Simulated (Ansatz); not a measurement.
# CsB3C2: the cost of one run

Method: DFT PBE, scalar-relativistic, plane waves, PAW, in Ansatz 0.2.0.

### Step 1. The starting structure

The structure is orthorhombic, space group Amm2 (No. 38). The conventional cell has a = 5.129 Å, b = 4.503 Å, c = 9.442 Å, α = 90.00°, β = 90.00°, γ = 90.00°. Cs (site symmetry mm2) is surrounded by 12 B at 3.48 to 3.78 Å and 6 C at 3.49 to 3.65 Å. B (site symmetry mm2) is surrounded by 2 C at 1.43 to 1.45 Å. Around B (site symmetry m) lie 2 C at 1.54 Å and 1 B at 1.60 Å. C (site symmetry mm2) has 3 B at 1.43 to 1.54 Å in its first shell of neighbours. C (site symmetry mm2) has 3 B at 1.45 to 1.54 Å in its first shell of neighbours.

Structure file:

```cif
data_structure
_symmetry_space_group_name_H-M 'Amm2'
_symmetry_Int_Tables_number 38
_cell_length_a 5.1289
_cell_length_b 4.5030
_cell_length_c 9.4423
_cell_angle_alpha 90.000
_cell_angle_beta 90.000
_cell_angle_gamma 90.000
_cell_volume 218.07
loop_
_atom_site_label
_atom_site_type_symbol
_atom_site_symmetry_multiplicity
_atom_site_Wyckoff_symbol
_atom_site_fract_x
_atom_site_fract_y
_atom_site_fract_z
_atom_site_occupancy
Cs1 Cs 2 b 0.50000 0.50000 0.45300 1
B1 B 2 a 0.00000 0.50000 0.02539 1
B2 B 4 d 0.00000 0.17817 0.23465 1
C1 C 2 a 0.00000 0.00000 0.37383 1
C2 C 2 a 0.00000 0.50000 0.17848 1
```

It is the end of an earlier relaxation with the same method, from a generated guess; it needn't be the stable form of this composition. At a tolerance of 0.02 Å it has space group Amm2 (No. 38); it has 18.17 Å³/atom, an uncorrected energy of +0.16 eV/atom over the elements.

### Step 2. Electronic structure at the relaxed geometry

File input.yaml:

```yaml
crystal:
  lattice:
    - [5.1289263722, 0.0, 0.0]
    - [0.0, 2.2514964833, 4.7211277607]
    - [0.0, -2.2514964833, 4.7211277607]
  atoms:
    - { symbol: Cs, position: [0.5, 0.0470027155, 0.0470027155] }
    - { symbol: B, position: [0.0, 0.4746127972, 0.4746127972] }
    - { symbol: B, position: [0.0, 0.9435165734, 0.5871816606] }
    - { symbol: B, position: [0.0, 0.5871816606, 0.9435165734] }
    - { symbol: C, position: [0.0, 0.6261658344, 0.6261658344] }
    - { symbol: C, position: [0.0, 0.321520419, 0.321520419] }
basis:
  ecutwfc: 420
kpoints:
  mp_grid: { grid: [6, 8, 8] }
  band_path:
    path:
      - [[0.0, 0.0, 0.0], [0.0, -0.5, -0.5], [0.0, -0.30685793, -0.69314207]]
      - [[0.0, 0.30685793, -0.30685793], [0.0, 0.0, 0.0], [-0.5, 0.0, 0.0], [-0.5, 0.30685793, -0.30685793]]
      - [[-0.5, -0.30685793, -0.69314207], [-0.5, -0.5, -0.5], [0.0, -0.5, -0.5]]
      - [[0.0, 0.0, 0.0], [0.0, 0.0, -0.5], [-0.5, 0.0, -0.5], [-0.5, 0.0, 0.0], [-0.5, -0.5, -0.5]]
    npoints: 14
hamiltonian:
  xc: pbe
scf:
  occupations: { method: gaussian, width: 0.02 }
  n_extra_bands: 15
output:
  forces: true
  stress: true
  eigenvalues: true
  populations: true
  dos: { projected: true, de: 0.02, nscf_kmesh: { grid: [9, 12, 12] } }
  bader: true
  write_density: true
  write_potential: true
  elf: true
  volumetric_format: npy
```

Started as:

```console
$ ansatz run input.yaml --threads 1 --pin off --max-ram 2560MiB --backend cpu --events-out ev --progress --plain --runs-dir out
```

**Question.** How long does this run take on 1 thread of Intel Xeon at 2.50GHz (Skylake/Cascade Lake), shared host, and how much memory does it need?

About 6.3 min, with a peak of 0.66 GiB.
